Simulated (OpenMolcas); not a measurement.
# Au⁶⁺ among point charges: CASSCF and CASPT2 levels and susceptibility

Aim: the splitting of the states of Au⁶⁺ in the field of 4 point charges, its lowest levels with spin-orbit coupling and its magnetic susceptibility.

Program: OpenMolcas 26.06. Level of theory: state-averaged CASSCF and CASPT2, spin-orbit coupling by RASSI with atomic mean-field integrals. These are calculated values, not measurements, unless marked.

## (1) Starting point

| Property | Result |
| --- | --- |
| Species | Au⁶⁺ (gold, Z = 79, 73 electrons) |
| Basis | ANO-RCC-VDZP [7s6p4d2f], 59 functions |
| Scalar Hamiltonian | DKH2, point nucleus |
| Inactive shells | 1s 2s 2p 3s 3p 3d 4s 4p 4d 4f 5s 5p |
| Active space | 5 electrons in 5 orbitals (5d) |
| Some configurations of this space | 5d5 |
| Orbitals | optimised for each spin and parity, averaged over all roots |

Outer shells as boxes (Hund's rule):

5d5
```
5d [↑ ][↑ ][↑ ][↑ ][↑ ]
```

The ion sits among 4 point charges of -2.5 e arranged as a tetrahedron (Td), 2.01 Å from the ion.

The work runs as a chain of OpenMolcas steps in one folder; each step below is one input file. Labels, J, g values, rates, χT and fits are worked out afterwards by a script from the matrices that RASSI stores.

## (2) GATEWAY and SEWARD: basis and integrals

Input file a.inp:

```
&GATEWAY
Coord
1

Au 0.0 0.0 0.0
Basis=ANO-RCC-VDZP
Group=NoSym
NoMove
AngMom=0.0 0.0 0.0
AMFI
XField
4 Angstrom 0
1.160474 1.160474 1.160474 -2.500000
1.160474 -1.160474 -1.160474 -2.500000
-1.160474 1.160474 -1.160474 -2.500000
-1.160474 -1.160474 1.160474 -2.500000
&SEWARD
```

Launch:

```bash
> OMP_NUM_THREADS=1 MOLCAS_MEM=1689 MOLCAS_PROJECT=a pymolcas a.inp > a.log
```

## (3) Reference wave functions, sextets, 1 root

Input file a.inp:

```
&RASSCF
FileOrb=start.orb
Symmetry=1
Spin=6
nActEl=5 0 0
Inactive=34
Ras2=5
CIRoot=1 1 1
SDav=1
CIMx=300
Iter=120 100
PrWF=0.3
OrbListing=Nothing
MaxOrb=0
>>> COPY $Project.JobIph JOB001
```

start.orb holds the contracted functions of the basis, ordered by shell, or the orbitals of the step before.

## (4) CASSCF: quartets, 24 roots

Input file a.inp:

```
&RASSCF
FileOrb=start.orb
Symmetry=1
Spin=4
nActEl=5 0 0
Inactive=34
Ras2=5
CIRoot=24 24 1
SDav=24
CIMx=300
Iter=120 100
PrWF=0.3
OrbListing=Nothing
MaxOrb=0
>>> COPY $Project.JobIph JOB002
```

## (5) CASSCF: doublets, 75 roots

Input file a.inp:

```
&RASSCF
FileOrb=start.orb
Symmetry=1
Spin=2
nActEl=5 0 0
Inactive=34
Ras2=5
CIRoot=75 75 1
SDav=75
CIMx=300
Iter=120 100
PrWF=0.3
OrbListing=Nothing
MaxOrb=0
>>> COPY $Project.JobIph JOB003
```

## (6) State interaction with spin-orbit coupling

Input file a.inp:

```
&RASSI
NrOfJobIphs=3 1 24 75
1
1 2 3 4 5 6 7 8 9 10 11 12 13 14 15 16 17 18 19 20 21 22 23 24
1 2 3 4 5 6 7 8 9 10 11 12 13 14 15 16 17 18 19 20 21 22 23 24 25 26 27
28 29 30 31 32 33 34 35 36 37 38 39 40 41 42 43 44 45 46 47 48 49 50 51
52 53 54 55 56 57 58 59 60 61 62 63 64 65 66 67 68 69 70 71 72 73 74 75
IphNames
JOB001
JOB002
JOB003
EJob
SpinOrbit
DIPRint=1.0
SOCoupling=1000.0
Subsets=2
Property=9
'ANGMOM' 1 'ANGMOM' 2 'ANGMOM' 3 'MLTPL  1' 1 'MLTPL  1' 2 'MLTPL  1' 3
'AMFI' 1 'AMFI' 2 'AMFI' 3
SOProperty=3
'ANGMOM' 1 'ANGMOM' 2 'ANGMOM' 3
```

## (7) CASPT2: IPEA 0.25, imaginary shift 0.1 (closed shells correlated: 4f 5s 5p)

Input file a.inp:

```
>>> COPY JOB001 $Project.JobIph
&CASPT2
Multistate=1 1
Frozen=23
IPEA=0.25
Imaginary=0.1
MaxIter=60
WThr=0.0 0.3 0.05
PrWF=0.5
NoMix
>>> COPY JOB002 $Project.JobIph
&CASPT2
Multistate=24 1 2 3 4 5 6 7 8 9 10 11 12 13 14 15 16 17 18 19 20 21 22
23 24
NoMult
Frozen=23
IPEA=0.25
Imaginary=0.1
MaxIter=60
WThr=0.0 0.3 0.05
PrWF=0.5
NoMix
>>> COPY JOB003 $Project.JobIph
&CASPT2
Multistate=75 1 2 3 4 5 6 7 8 9 10 11 12 13 14 15 16 17 18 19 20 21 22
23 24 25 26 27 28 29 30 31 32 33 34 35 36 37 38 39 40 41 42 43 44 45 46
47 48 49 50 51 52 53 54 55 56 57 58 59 60 61 62 63 64 65 66 67 68 69 70
71 72 73 74 75
NoMult
Frozen=23
IPEA=0.25
Imaginary=0.1
MaxIter=60
WThr=0.0 0.3 0.05
PrWF=0.5
NoMix
```

(Steps that only read results are left out.)

What does the calculation give? Wanted: spin-free ground state; lowest level; next level.

The runs gave:

| quantity | value |
| --- | --- |
| method | SS-CASPT2, IPEA 0.25, imaginary shift 0.1 (closed shells correlated: 4f 5s 5p) |
| spin-free ground state | 6A1, 1-fold in its orbital part |
| lowest level | 4-fold Γ8 |
| next level | 95.6 cm⁻¹ |
| χT at 300 K | 3.85 cm³ K/mol |
| effective moment at 300 K | 5.55 μB |

Cost by method:

| method | time of its own steps | time with the reference |
| --- | --- | --- |
| A. CASSCF | 38 s | 38 s |
| B. SS-CASPT2, IPEA 0.25, imaginary shift 0.1, +4f 5s 5p | 31 s | 69 s |

Times are of one thread on a shared host.

What this shows: The spin-free ground state (6A1) comes to 100 % from free-ion S terms and keeps the highest spin of the shell. χT at 300 K is 3.85, against 4.39 cm³ K/mol for the spin alone, so spin-orbit coupling lowers it. An active space of the d shell alone favours high spin; real ions in strong fields can be low spin. A ligand-field fit to the states below 45000 cm-1 gives 10Dq = -1705 cm-1, B = 841 cm-1 and C = 4384 cm-1 (C/B = 5.21), with a deviation of 291 cm-1. CASPT2 does not keep the components of a term degenerate, and the means are used. The field of point charges can differ much from that of real complexes. This is an electrostatic model: the charges have no orbitals.
